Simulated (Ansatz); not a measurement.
The same calculation of CH₄BClO₂, SMILES COB(O)Cl as a Python script and as an input file (Ansatz 0.2.0, Python API).

Script `energy_ch4bclo2.py`:
```python
import warnings

import ansatz as az

warnings.simplefilter('ignore', az.DeckWarning)

mol = (
    az.Crystal.molecule()
    .atom('C', (-0.2618, -0.9346, -0.8356))
    .atom('O', (0.9128, -0.3962, -0.3686))
    .atom('B', (0.616, 0.7825, 0.4657))
    .atom('O', (0.5341, 0.6276, 1.915))
    .atom('Cl', (0.645, 2.4634, -0.2778))
    .atom('H', (-0.1041, -1.7558, -1.4894))
    .atom('H', (-0.9406, -1.2332, -0.012))
    .atom('H', (-0.7994, -0.1231, -1.4887))
    .atom('H', (-0.5136, 0.5231, 2.0742))
)

calc = mol.calculation()
calc = calc.basis(gaussian='def2-TZVP').correlation('rpa')
trace = []
outcome = calc.session().plan().execute(on_event=trace.append)
data = outcome.report
for event in trace:
    if event['event'] == 'mean_field_evaluation' and event['data']['evaluation'] <= 25:
        print('pass {evaluation:3d}  E = {energy_ev:.6f} eV  gradient {gradient_ev:.1e}'.format(**event['data']))

print('reference energy %16.6f eV' % data['reference_energy_ev'])
print('total energy     %16.6f eV' % data['free_energy_ev'])
print('occupied (up, down):', data['n_occupied'], ' virtual:', data['n_virtual'], ' frozen:', data['n_frozen'])

print('correlation energy', round(data['free_energy_ev'] - data['reference_energy_ev'], 5), 'eV')
cluster = data['correlation'].get('coupled_cluster')
if cluster:
    print('cycles', cluster['cycles'], ' T1 diagnostic', round(cluster['t1_diagnostic'], 4), ' largest double', round(cluster['largest_double'], 4))

field = data['mean_field']
print('<S^2> =', round(abs(field['state']['spin_squared']), 4), ' relativity:', field['relativity'])
print('passes:', field['passes'])
if 'symmetry' in field:
    print('occupied orbitals by irrep:', field['symmetry']['occupied'])
```

`python energy_ch4bclo2.py` gives:
```text
pass   1  E = -18343.987301 eV  gradient 4.4e+01
pass   2  E = -18344.199669 eV  gradient 4.4e+01
pass   3  E = -18346.843576 eV  gradient 2.9e+01
pass   4  E = -18348.142344 eV  gradient 3.7e+00
pass   5  E = -18348.188799 eV  gradient 8.4e-01
pass   6  E = -18348.188976 eV  gradient 8.4e-01
pass   7  E = -18348.195496 eV  gradient 8.8e-01
pass   8  E = -18348.197936 eV  gradient 2.8e-01
pass   9  E = -18348.198243 eV  gradient 9.1e-02
pass  10  E = -18348.198286 eV  gradient 5.1e-05
pass  11  E = -18348.198290 eV  gradient 6.9e-03
pass  12  E = -18348.198290 eV  gradient 2.1e-06
pass  13  E = -18348.198290 eV  gradient 8.7e-05
pass  14  E = -18348.198290 eV  gradient 2.8e-06
pass  15  E = -18348.198290 eV  gradient 2.8e-06
reference energy    -18348.198290 eV
total energy        -18377.357033 eV
occupied (up, down): [15, 15]  virtual: [161, 161]  frozen: 9
correlation energy -29.15874 eV
<S^2> = 0.0  relativity: none
passes: {'evaluations': 13, 'products': 44}
occupied orbitals by irrep: [{'A': 24}, {'A': 24}]
```

`input.yaml`:
```yaml
crystal:
  periodic: [false, false, false]
  atoms:
    - { symbol: C, position_ang: [-0.2618, -0.9346, -0.8356] }
    - { symbol: O, position_ang: [0.9128, -0.3962, -0.3686] }
    - { symbol: B, position_ang: [0.616, 0.7825, 0.4657] }
    - { symbol: O, position_ang: [0.5341, 0.6276, 1.915] }
    - { symbol: Cl, position_ang: [0.645, 2.4634, -0.2778] }
    - { symbol: H, position_ang: [-0.1041, -1.7558, -1.4894] }
    - { symbol: H, position_ang: [-0.9406, -1.2332, -0.012] }
    - { symbol: H, position_ang: [-0.7994, -0.1231, -1.4887] }
    - { symbol: H, position_ang: [-0.5136, 0.5231, 2.0742] }
basis:
  gaussian: { orbitals: def2-TZVP }
correlation:
  method: rpa
```

Launched from the shell:
```console
$ ansatz run input.yaml --threads 1 --pin off --max-ram 4096MiB --backend cpu --events-out ev --progress --plain --runs-dir out
Engine: ansatz 0.2.0, aarch64-unknown-linux-gnu
Functional definition: HF
  exchange = exact_x
  correlation = 0
1232 factors; integrals over basis functions are off by at most 1.4e-3 eV
mean field evaluation 1: about -18343.9873 eV, gradient 4.4e1 eV
mean field evaluation 2: about -18344.1997 eV, gradient 4.4e1 eV
mean field evaluation 4: about -18348.1423 eV, gradient 3.7e0 eV
mean field evaluation 8: about -18348.1979 eV, gradient 2.8e-1 eV
mean field -18348.19828993 eV, -674.2838502994 hartree, gradient 2.8e-6 eV, S^2 0.000000; 0 other end points of the search recorded, 0 dependent functions left out
9 core orbitals not correlated: weight in the atoms' cores, before any rotation towards them, 1.000 or more for the frozen orbitals, at most 0.000 for the correlated occupied ones
reference -18348.19828993 eV, -674.2838502994 hartree; 15, 15 occupied and 161, 161 virtual orbitals, 1232 factors
Total energy: -18377.35703278 eV, -675.3554143348 hartree
```

Total energies depend on the basis set; only differences at equal settings carry meaning. The geometry is a force-field or estimated start, not a minimum of this method, and the basis set is short of its limit. Inner cores stay frozen, so this is valence correlation. S² is that of the Hartree-Fock reference. Early passes use coarser integrals and grids, so their energies can't be compared with the last. Run time: 7.1 s on 1 thread of Arm Neoverse V2, with other jobs on the host, peak memory 0.41 GiB.

(Lines on the test bed's own set-up are left out of the output.)
